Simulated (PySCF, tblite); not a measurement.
# C₄H₆NSi radical: geometry, infrared bands and EPR parameters

Wanted: the infrared bands and EPR parameters of C₄H₆NSi radical (`N#C[Si]1CCC1`), by calculation.

The runs use tblite 0.8.0 and PySCF 2.14.0, with density-fitted response routines of our own; the level of theory stands in each step. All values are computed, except where a source is named. Atoms count from 0, in the outputs and in this text.

### 1 The starting structure

12 atoms, charge 0, multiplicity 2; geometry from: force field or distance geometry start.

Bonds of the start (Å): N0–C1 1.18, C1–Si2 1.85, Si2–C3 1.90, C3–C4 1.57, C4–C5 1.57, C5–Si2 1.91, C3–H6 1.10, C3–H7 1.08, C4–H8 1.09, C4–H9 1.10, C5–H10 1.09, C5–H11 1.09.

### 2 Optimising the geometry with GFN2-xTB

What the job is given:

```
{"job": {"kind": "relax", "xc": "GFN2-xTB", "basis": "xTB"}, "charge": 0, "multiplicity": 2}
N      3.443900     0.489700    -0.477100
C      2.310300     0.390400    -0.770200
Si     0.527800     0.213400    -1.232600
C     -0.397000    -1.178400    -0.334100
C     -0.672000    -0.190200     0.848100
C     -0.689600     1.093400    -0.048100
H      0.213300    -2.050100    -0.064500
H     -1.285900    -1.508500    -0.857100
H     -1.607300    -0.376100     1.373800
H      0.112900    -0.184400     1.613900
H     -1.652100     1.307800    -0.516300
H     -0.303200     1.992200     0.438200
```

Command:

```bash
> OMP_NUM_THREADS=1 python probes_run.py task.json out
```

This one command runs all jobs of the session in turn.

Standard output:

```text
step      E/eV     max force
  0    -438.76823    2.689
  1    -438.67679    7.776
  2    -438.87501    0.745
  3    -438.89875    0.534
  4    -438.94580    0.294
  5    -438.95210    0.254
  6    -438.96174    0.211
  7    -438.96591    0.201
  8    -438.96970    0.160
  9    -438.97130    0.109
 10    -438.97222    0.079
 11    -438.97299    0.105
 12    -438.97438    0.160
 13    -438.97671    0.201
 14    -438.98000    0.210
 15    -438.98314    0.186
 16    -438.98551    0.166
 17    -438.98770    0.160
 18    -438.99017    0.153
 19    -438.99280    0.156
 20    -438.99500    0.177
 21    -438.99682    0.187
 22    -438.99913    0.175
 23    -439.00282    0.238
 24    -439.00729    0.271
 25    -439.01033    0.197
 26    -439.01196    0.090
 27    -439.01272    0.070
 28    -439.01348    0.077
 29    -439.01449    0.098
 30    -439.01546    0.104
 31    -439.01628    0.072
 32    -439.01689    0.071
 33    -439.01761    0.096
 34    -439.01847    0.115
 35    -439.01947    0.115
 36    -439.02011    0.123
 37    -439.02126    0.094
 38    -439.02256    0.085
 39    -439.02437    0.147
 40    -439.02549    0.104
 41    -439.02616    0.199
 42    -439.02695    0.066
 43    -439.02744    0.050
 44    -439.02787    0.044
 45    -439.02802    0.029
 46    -439.02808    0.030
 47    -439.02813    0.023
 48    -439.02817    0.021
 49    -439.02823    0.028
 50    -439.02828    0.025
 51    -439.02834    0.024
 52    -439.02839    0.021
 53    -439.02842    0.023
 54    -439.02845    0.025
 55    -439.02850    0.032
 56    -439.02860    0.046
 57    -439.02872    0.050
 58    -439.02886    0.031
 59    -439.02901    0.028
 60    -439.02911    0.033
 61    -439.02922    0.040
 62    -439.02931    0.034
 63    -439.02940    0.018
 64    -439.02943    0.016
 65    -439.02944    0.016
 66    -439.02945    0.012
 67    -439.02945    0.006
```

Run time: 0.27 s. Hardware: 1 thread of Arm Neoverse V2, shared host.

Relaxation path: (not every step is listed) (the energy doesn't fall at every step)

```csv
step,energy from step 0 (eV),largest force (eV/Å)
0,0.0000,2.6891
1,0.0914,7.7763
2,-0.1068,0.7447
3,-0.1305,0.5340
4,-0.1776,0.2935
5,-0.1839,0.2537
6,-0.1935,0.2108
7,-0.1977,0.2014
8,-0.2015,0.1603
13,-0.2085,0.2009
18,-0.2219,0.1528
23,-0.2346,0.2378
28,-0.2452,0.0773
33,-0.2494,0.0955
38,-0.2543,0.0853
43,-0.2592,0.0500
48,-0.2599,0.0210
53,-0.2602,0.0233
58,-0.2606,0.0312
62,-0.2611,0.0339
63,-0.2612,0.0177
64,-0.2612,0.0163
65,-0.2612,0.0162
66,-0.2612,0.0120
67,-0.2612,0.0060
```

Close pairs (by a distance rule), those that changed most:

```csv
bond,before (Å),after (Å),change (Å)
C4–C5,1.566,1.542,-0.024
C3–C4,1.565,1.542,-0.023
N0–C1,1.175,1.152,-0.023
Si2–C3,1.897,1.917,+0.020
C3–H6,1.098,1.088,-0.010
C4–H9,1.097,1.089,-0.007
C3–H7,1.083,1.088,+0.005
C5–H11,1.093,1.088,-0.005
```

The next job starts from the end point, and lists it.

### 3 Vibrational analysis with GFN2-xTB

What the job is given:

```
{"job": {"kind": "ir", "xc": "GFN2-xTB", "basis": "xTB"}, "charge": 0, "multiplicity": 2}
N      3.530783     0.578917    -1.080727
C      2.393672     0.423410    -0.975909
Si     0.564912     0.213622    -1.140183
C     -0.280052    -1.228496    -0.201364
C     -0.937190    -0.212731     0.754833
C     -0.580832     1.132908     0.091506
H      0.378041    -1.940873     0.291855
H     -1.009238    -1.797074    -0.774308
H     -2.012658    -0.360449     0.847404
H     -0.497310    -0.280351     1.749171
H     -1.444946     1.624959    -0.349456
H     -0.103984     1.845472     0.761150
```

Standard output:

```text
mode    cm-1     km/mol
  1      45.8      3.08
  2     100.9     10.15
  3     117.2      4.22
  4     290.2      1.88
  5     312.4      5.57
  6     487.3     16.57
  7     638.2     22.70
  8     662.9      0.31
  9     692.9     76.65
 10     740.8     29.05
 11     809.1     28.86
 12     873.8     11.49
 13     980.6      1.34
 14     997.4      0.73
 15    1046.4      0.00
 16    1153.6      0.74
 17    1169.0      0.61
 18    1192.9      0.26
 19    1214.8      0.08
 20    1279.2      0.29
 21    1465.6      0.15
 22    1468.8      2.60
 23    1496.1      0.77
 24    2244.7    291.33
 25    2983.9      4.22
 26    2999.2      6.79
 27    3001.7     30.64
 28    3012.2     57.28
 29    3012.5     45.50
 30    3016.8     22.31
```

Run time: 0.24 s. Hardware: 1 thread of Arm Neoverse V2, shared host.

The strongest bands and the atoms that carry them (share of the mass-weighted mode):

```csv
cm⁻¹,km/mol,atoms
638,22.7,"Si2 21 %, N0 16 %, C1 12 %, C5 11 %"
693,76.7,"Si2 28 %, C3 24 %, C5 24 %, H11 10 %"
741,29.1,"Si2 14 %, H6 13 %, H11 13 %, H8 12 %"
809,28.9,"Si2 23 %, C5 20 %, C3 20 %, H11 12 %"
2245,291.3,"C1 57 %, N0 43 %"
3002,30.6,"H8 46 %, H11 20 %, H9 18 %"
3012,57.3,"H9 34 %, H10 32 %, H6 24 %"
3012,45.5,"H7 45 %, H11 25 %, H9 15 %"
```

### 4 g tensor and hyperfine couplings: B3LYP/pcH-1

Settings changed since step 3:

```diff
@@ -1,2 +1,2 @@
-{"job": {"kind": "ir", "xc": "GFN2-xTB", "basis": "xTB"}, "charge": 0, "multiplicity": 2}
+{"job": {"kind": "epr", "basis": "pcH-1"}, "charge": 0, "multiplicity": 2}
 N      3.530783     0.578917    -1.080727
```

Level: UKS B3LYP, pcH-1 on C H N Si, non-relativistic, mean-field spin-orbit, GIAO.

Standard output:

```text
UKS, coarse grid
  cycle   1  E = -500.15434551  |g| = 4.09e-01
  cycle   2  E = -499.94997635  |g| = 7.63e-01
  cycle   3  E = -500.22805319  |g| = 1.77e-01
  cycle   4  E = -500.24040507  |g| = 5.12e-02
  cycle   5  E = -500.24157787  |g| = 1.58e-02
  cycle   6  E = -500.24172234  |g| = 2.90e-03
  cycle   7  E = -500.24172990  |g| = 9.71e-04
UKS, final grid
  cycle   1  E = -500.24172821  |g| = 8.12e-04
  cycle   2  E = -500.24172813  |g| = 1.26e-03
  cycle   3  E = -500.24172886  |g| = 4.90e-04
  cycle   4  E = -500.24172900  |g| = 1.70e-04
  cycle   5  E = -500.24172909  |g| = 1.08e-04
  cycle   6  E = -500.24172910  |g| = 3.43e-05
  cycle   7  E = -500.24172910  |g| = 1.08e-05
E = -500.24172910 Eh   <S^2> = 0.7530 (exact 0.7500)
g shifts (ppm)      1          2          3
  rmc          -158       -158       -158
  gc             32         40         76
  oz_so        -248        881       1062
  total        -373        764        980
hyperfine (MHz)  atom isotope    a_iso     a_fc   dipolar eigenvalues
    0   14N       2.88       2.91     -5.78     -5.16     10.93
    1   13C      32.87      32.87     -8.62     -1.51     10.13
    2  29Si    -497.39    -498.43   -160.23     79.96     80.26
    3   13C      11.66      11.60     -8.07     -7.15     15.22
    4   13C      16.60      16.60     -2.80     -1.79      4.59
    5   13C      11.77      11.72     -8.10     -7.18     15.27
    6    1H      14.96      14.95     -4.82     -0.41      5.22
    7    1H      10.25      10.25     -4.91     -2.98      7.89
    8    1H      20.91      20.91     -1.95     -0.73      2.68
    9    1H       9.12       9.12     -1.93     -0.94      2.87
   10    1H      10.19      10.18     -4.92     -2.98      7.90
   11    1H      14.97      14.96     -4.83     -0.40      5.23
```

It took 39 s on 1 thread of Arm Neoverse V2, shared host; peak memory 0.77 GiB.

Principal g values 2.00195, 2.00308, 2.00330; g(iso) = 2.00278, against 2.00232 for a free electron.

Mean a(iso) over the nuclei that a row names, and the largest dipolar term of the row (other rows stand at the frozen geometry):

```csv
nuclei,isotope,a(iso) (MHz),"a(iso) (G, at g = 2.0023)",largest dipolar term (MHz)
Si2,29Si,-497.4,-177.5,-160.2
C1,13C,32.9,11.7,10.1
C4,13C,16.6,5.9,4.6
"H8, H9",1H,15.0,5.4,2.9
"H6, H7, H10, H11",1H,12.6,4.5,7.9
"C3, C5",13C,11.7,4.2,15.3
N0,14N,2.9,1.0,10.9
```

Mulliken spin populations:

```csv
atom,value (e)
N0,0.12
C1,-0.05
Si2,0.82
C3,0.04
C4,0.01
C5,0.04
H6,0.00
H7,0.00
H8,0.01
H9,0.00
H10,0.00
H11,0.00
```

In first order the couplings over 0.8 MHz of 1H, 14N give 45 distinct lines over 30.8 G, if the averaged nuclei exchange fast.

Orbitals, density, ELF and potential are computed afterwards from the orbital file.

ELF in a plane through or near 5 of the atoms.

Ten even steps from '0' (0.00) to '9' (0.99):
```
0000000000000000000000000000
0000000000000000000000000000
0000000000000000000000000000
0000000000002542000000000000
0000000000007996100000000000
0000000000008998200000000000
0000122220006997310000000000
0003554554114756511110000000
0027887767424568757871000000
0048963738832246179994000000
0048963738832246279994000000
0027887767424568757871000000
0003554554114755511110000000
0000122220006997310000000000
0000000000008998200000000000
0000000000007996100000000000
0000000000002542000000000000
0000000000000000000000000000
0000000000000000000000000000
0000000000000000000000000000
```
The map spans 12.6 Å across and 9.0 Å up, centred on the molecule. Atoms in the plane (x, y in Å): N0 (-3.7, 0.0), C4 (1.2, 0.0), H6 (0.1, -1.9), H8 (2.2, 0.0), H11 (0.1, 1.9).

On the surface of density 0.002 e/bohr³ the electrostatic potential runs, from the 1st to the 99th percentile, from -1.75 V near N0 to 1.17 V near Si2.

The spin density lies nearest to Si2 64 %; N0 10 %; C1, C3, C5 about 6 % each (both signs).

### 5 Outcome

| quantity | value |
| --- | --- |
| strongest single infrared mode (GFN2-xTB) | 2245 cm⁻¹, 291 km/mol |
| zero-point energy (GFN2-xTB) | 56.5 kcal/mol |
| g(iso) (B3LYP) | 2.00278 |
| ⟨S²⟩ | 0.753 (exact 0.75) |
| largest a(iso) (averaged by class) | 29Si on Si2, -497.4 MHz |
| surface potential, 1st and 99th percentile | -1.75 V and 1.17 V |

**Reading.** Over 67 steps the energy fell by 0.261 eV; of the close pairs, C4–C5 changed most, 1.566 to 1.542 Å. No mode is imaginary among the 30: a minimum at this level. The strongest single mode, at 2245 cm⁻¹, moves mainly C1 and N0. GFN2-xTB is a fitted tight-binding method: band positions and strengths are rough. Its intensities can rank the bands wrongly. Most of the unpaired spin sits on Si2 (0.82 e). The isotropic g lies 0.5 ppt above the free-electron value.
